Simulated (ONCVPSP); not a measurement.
**Pseudopotential generation for Cl: ONCV, PBEsol**

Task: generate the file, and judge it by its errors in other configurations, its logarithmic derivatives, its ghosts and its cutoff.

The numbers are computed with ONCVPSP 4.0.1.1 (patched build) (PBEsol, scalar-relativistic, spin-unpolarised reference atom).

### Step 1. The atom and the settings

The settings as typed:

* element: chlorine (Cl, Z = 17)
* type: optimised norm-conserving Vanderbilt (ONCV)
* frozen core: [Ne]
* valence charge: 7
* reference configuration: 3s2 3p5
* partial waves: 3s: rc 1.35 bohr, ncon 5, nbas 8, qcut 5.3 1/bohr, 2 projectors, debl 2.4 Ha; 3p: rc 1.05 bohr, ncon 5, nbas 9, qcut 7.8 1/bohr, 2 projectors, debl 1.9 Ha; d scattering state at 0.05 Ha: rc 1.05 bohr, ncon 3, nbas 6, qcut 10.2 1/bohr, local
* local potential: the d channel
* core correction: Teter function, fcfact 5.75, rcfact 1.4

### Step 2. Generation

The input, Cl.dat:

```
# ATOM AND REFERENCE CONFIGURATION
# atsym  z   nc   nv     iexc    psfile
  Cl 17.00    3    2  -116133      upf
#
#   n    l    f
    1    0    2.00
    2    0    2.00
    2    1    6.00
    3    0    2.00
    3    1    5.00
#
# PSEUDOPOTENTIAL AND OPTIMIZATION
# lmax
    2
#
#   l,   rc,      ep,       ncon, nbas, qcut
    0    1.35    0.00    5    8    5.30
    1    1.05    0.00    5    9    7.80
    2    1.05    0.05    3    6   10.20
#
# LOCAL POTENTIAL
# lloc, lpopt,  rc(5),   dvloc0
    2    5    1.05    0.00
#
# VANDERBILT-KLEINMAN-BYLANDER PROJECTORs
# l, nproj, debl
    0    2    2.40
    1    2    1.90
    2    0    1.40
#
# MODEL CORE CHARGE
# icmod, fcfact, rcfact
    3    5.75    1.40
#
# LOG DERIVATIVE ANALYSIS
# epsh1, epsh2, depsh
   -2.00    5.00    0.02
#
# OUTPUT GRID
# rlmax, drl
    6.00    0.01
#
# TEST CONFIGURATIONS
# ncnf
    4
# nvcnf
#   n    l    f
    2
    3    0    2.00
    3    1    4.00
#
    2
    3    0    2.00
    3    1    3.00
#
    2
    3    0    2.00
    3    1    2.00
#
    2
    3    0    1.00
    3    1    6.00
#
```

The run is started by

```bash
$ oncvpsp.x < Cl.dat > Cl.out
```

Before running it: what results should come out? Wanted: cutoffs for 1 and 0.1 mHa per electron, occupied waves; bound ghosts; GHOST(+) flags; largest test error; largest phase difference near zero energy, channels read; rms error of d²Exc/dn², without and with the model core.

As calculated:

| quantity | value |
| --- | --- |
| cutoffs for 1 and 0.1 mHa per electron, occupied waves | 199 Ha and 238 Ha |
| bound ghosts | p at -138.65 eV |
| GHOST(+) flags | s at 112 eV |
| largest test error (AE − PS) | +23 meV, for 3s2 3p2 |
| largest phase difference near zero energy, channels read | 0.000 rad |
| rms error of d²Exc/dn², without and with the model core | 1.93 and 0.99 mHa |

In words: It has a bound ghost (p), a state that the atom doesn't have, and that rules the file out. By total energies transferability is good: the largest error is 23 meV on 77.5 eV, for 3s2 3p2. Atomic tests can pass in spite of a ghost, since they solve only for the levels asked. The potential is very hard: the looser tolerance needs 199 Ha. At the looser tolerance the 3p wave is the slowest; 3s needs 18 Ha. Near zero energy the phases of the channels with partial waves agree within 0.001 rad. The program also flags highly localised states, GHOST(+) (s).
